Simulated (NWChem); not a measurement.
# One shape, several levels: C2H7Ga (SMILES [CH3][GaH][CH3])

We compute a comparison of 6 runs (PBE0/def2-SVP, B3LYP/def2-SVP, PBE/def2-SVP, SVWN5/def2-SVP, MP2/def2-SVP, CCSD(T)/def2-SVP) of C2H7Ga. 

The calculation is run with NWChem 7.3.0.

1 further run of the same task is left out (set aside as unsound or not needed).

## 1. The system as given

The species is C2H7Ga (10 atoms), meant as a singlet with charge 0. As SMILES, `[CH3][GaH][CH3]`. The shape is that of a PBE0-D4/def2-TZVP optimisation.

Bond lengths: C1–Ga2 1.971 Å, Ga2–C3 1.971 Å, C1–H4 1.096 Å, C1–H5 1.091 Å, C1–H6 1.092 Å, Ga2–H7 1.579 Å, C3–H8 1.096 Å, C3–H9 1.091 Å, C3–H10 1.092 Å. Some angles: C1–Ga2–C3 120.1°, C1–Ga2–H7 120.0°, C3–Ga2–H7 119.9°, Ga2–C1–H4 109.0°, Ga2–C1–H5 112.5°, Ga2–C1–H6 111.5°, Ga2–C3–H8 109.0°, Ga2–C3–H9 112.5°, Ga2–C3–H10 111.5°, H4–C1–H5 107.5°.

## 2. Energy and gradient at PBE0/def2-SVP (run 1)

The input, c2h7ga.nw:

```
start c2h7ga
title "C2H7Ga PBE0"
memory 2200 mb

geometry noautosym nocenter noautoz
  C     -1.063400     1.142800    -0.711800
  Ga     0.649000     0.266100    -0.281300
  C      0.681500    -1.321500     0.886900
  H     -1.533700     0.614200    -1.548200
  H     -0.935400     2.183800    -1.011500
  H     -1.759700     1.095200     0.128600
  H      1.997300     0.836500    -0.872600
  H      0.687700    -0.994000     1.932300
  H      1.569300    -1.935900     0.730500
  H     -0.209600    -1.938300     0.750100
end

basis spherical bse
  * library def2-SVP
end

dft
  xc pbe0
  grid fine
  convergence energy 1e-08
  iterations 100
  mulliken
  print low
end

task dft gradient
```

The run is started by

```bash
nwchem c2h7ga.nw > c2h7ga.out
```

What it wrote:

```text
[...]
 d= 0,ls=0.0,diis     1  -2004.5745949969 -2.19D+03  6.66D-03  2.47D-01     2.4
[...]
 d= 0,ls=0.0,diis     8  -2004.6072571750 -1.02D-09  5.22D-07  3.07D-09    14.0
         Total DFT energy =    -2004.607257175039
      One electron energy =    -3153.933877937575
           Coulomb energy =     1055.160857740487
    Exchange-Corr. energy =      -88.157407443959
 Nuclear repulsion energy =      182.323170466008
[...]
                         DFT ENERGY GRADIENTS
    atom               coordinates                        gradient
                 x          y          z           x          y          z
   1 C      -2.009535   2.159579  -1.345107   -0.005137   0.002416  -0.001407
   2 Ga      1.226432   0.502856  -0.531580    0.000181   0.000074  -0.000084
   3 C       1.287848  -2.497273   1.675998    0.000000  -0.004545   0.003653
   4 H      -2.898273   1.160670  -2.925674    0.002329   0.002695   0.004322
   5 H      -1.767650   4.126784  -1.911458   -0.000631  -0.005797   0.001692
   6 H      -3.325351   2.069628   0.243019    0.003800   0.000282  -0.004414
   7 H       3.774350   1.580756  -1.648975   -0.000338  -0.000144   0.000150
   8 H       1.299565  -1.878388   3.651518   -0.000110  -0.001737  -0.005340
   9 H       2.965547  -3.658321   1.380445   -0.004872   0.003435   0.000797
  10 H      -0.396087  -3.662856   1.417483    0.004777   0.003321   0.000630
[...]
```

It took 19 s on 1 thread of Intel Xeon 6975P-C (Granite Rapids), shared host; peak memory 0.12 GiB.

## 3. Energy and forces at B3LYP/def2-SVP (run 2)

The input, c2h7ga.nw:

```
start c2h7ga
title "C2H7Ga gradient"
memory total 2200 mb

geometry units angstrom noautosym nocenter noautoz
 C    -1.063400    1.142800   -0.711800
 Ga    0.649000    0.266100   -0.281300
 C     0.681500   -1.321500    0.886900
 H    -1.533700    0.614200   -1.548200
 H    -0.935400    2.183800   -1.011500
 H    -1.759700    1.095200    0.128600
 H     1.997300    0.836500   -0.872600
 H     0.687700   -0.994000    1.932300
 H     1.569300   -1.935900    0.730500
 H    -0.209600   -1.938300    0.750100
end

basis spherical bse
 * library def2-SVP
end

dft
 xc b3lyp
 grid fine
 convergence energy 1e-08
 maxiter 100
 mulliken
 noprint "final vectors analysis"
end

task dft gradient
```

The run is started by

```bash
nwchem c2h7ga.nw > c2h7ga.out
```

What it wrote:

```text
[...]
          Wavefunction type:  closed shell.
          No. of atoms     :    10
          No. of electrons :    50
[...]
          Charge           :     0
          Spin multiplicity:     1
[...]
          AO basis - number of functions:    95
[...]
              XC Information
              --------------
                         B3LYP Method XC Potential
                     Hartree-Fock (Exact) Exchange  0.200
                        Slater Exchange Functional  0.800 local
                    Becke 1988 Exchange Functional  0.720 non-local
              Lee-Yang-Parr Correlation Functional  0.810
                  VWN I RPA Correlation Functional  0.190 local
[...]
 d= 0,ls=0.0,diis     1  -2004.9819461888 -2.19D+03  7.51D-03  2.71D-01     2.4
[...]
 d= 0,ls=0.0,diis     8  -2005.0171154014 -1.01D-09  6.19D-07  4.42D-09    14.6
         Total DFT energy =    -2005.017115401354
      One electron energy =    -3153.614115711724
           Coulomb energy =     1054.831915206550
    Exchange-Corr. energy =      -88.558085362189
 Nuclear repulsion energy =      182.323170466008
[...]
  wavefunction    = closed shell
[...]
```

Run time: 20 s. Hardware: 1 thread of Intel Xeon 6975P-C (Granite Rapids), shared host; peak memory 0.12 GiB.

Runs 3 to 5 aren't shown in full; the table further down has their settings and results.

## 4. A single-point energy at CCSD(T)/def2-SVP (run 6)

The input, struct.nw:

```
START struct
TITLE "C2H7Ga energy"
memory total 2200 mb
charge 0

GEOMETRY units angstrom noautosym nocenter noautoz
  C    -1.063400    1.142800   -0.711800
  Ga    0.649000    0.266100   -0.281300
  C     0.681500   -1.321500    0.886900
  H    -1.533700    0.614200   -1.548200
  H    -0.935400    2.183800   -1.011500
  H    -1.759700    1.095200    0.128600
  H     1.997300    0.836500   -0.872600
  H     0.687700   -0.994000    1.932300
  H     1.569300   -1.935900    0.730500
  H    -0.209600   -1.938300    0.750100
END

BASIS "ao basis" spherical bse
  C library def2-SVP
  Ga library def2-SVP
  H library def2-SVP
END

SCF
  nopen 0
  rhf
  thresh 1e-08
  maxiter 80
END

CCSD
  freeze core 11
  maxiter 60
END

TASK ccsd(t) energy
```

The run is started by

```bash
nwchem struct.nw > struct.out
```

What it wrote:

```text
[...]
  functions       =    95
[...]
  wavefunction    = RHF
[...]
         Total SCF energy =  -2002.744741183405
      One-electron energy =  -3154.763481578137
      Two-electron energy =    969.695569928724
 Nuclear repulsion energy =    182.323170466008
        Time for solution =     16.6s
[...]
 Total MP2 energy:          -2003.259157566946215
[...]
             energy      energy      error      ampl     ampl      Block
                                                time     time      time
[...]
 Total CCSD energy:          -2003.290080025121824
[...]
 Total CCSD+T(CCSD) energy:          -2003.307972955757577
[...]
 Total CCSD(T) energy:               -2003.306290364481583
[...]
```

Run time: 2.9 min. Hardware: 1 thread of Intel Xeon 6975P-C (Granite Rapids), shared host; peak memory 0.31 GiB.

## 5. Overview of the runs

```
run             level  integration grid  iteration cap   energy (Eh)  largest force (eV/Å)  wall time
  1     PBE0/def2-SVP              fine            100  -2004.607257                 0.312       19 s
  2    B3LYP/def2-SVP              fine            100  -2005.017115                 0.336       20 s
  3      PBE/def2-SVP              fine            100  -2004.542650                 0.568       23 s
  4    SVWN5/def2-SVP              fine            100  -2001.153190                 0.879       13 s
  5      MP2/def2-SVP                 –             80  -2003.259158                 0.275       41 s
  6  CCSD(T)/def2-SVP                 –             80  -2003.306290                     –    2.9 min
```

## 6. Results

| quantity | value |
| --- | --- |
| run 6: total energy | -2003.30629 Eh |
| run 6: HOMO energy (Hartree–Fock orbitals) | -10.57 eV |
| run 6: LUMO energy (Hartree–Fock orbitals) | 1.90 eV |
| run 6: HOMO–LUMO gap (Hartree–Fock orbitals) | 12.47 eV |
| run 6: correlation energy (11 core orbitals frozen) | -561.5 mEh |
| run 6: (T) correction | -16.21 mEh |

What this shows: Over runs 2, 3, 4, 5 the dipole moment (its size) runs from 0.63 D (MP2/def2-SVP) to 0.77 D (SVWN5/def2-SVP). Totals of different functionals can't be ranked against each other. All runs together took 4.8 min, the longest 2.9 min.
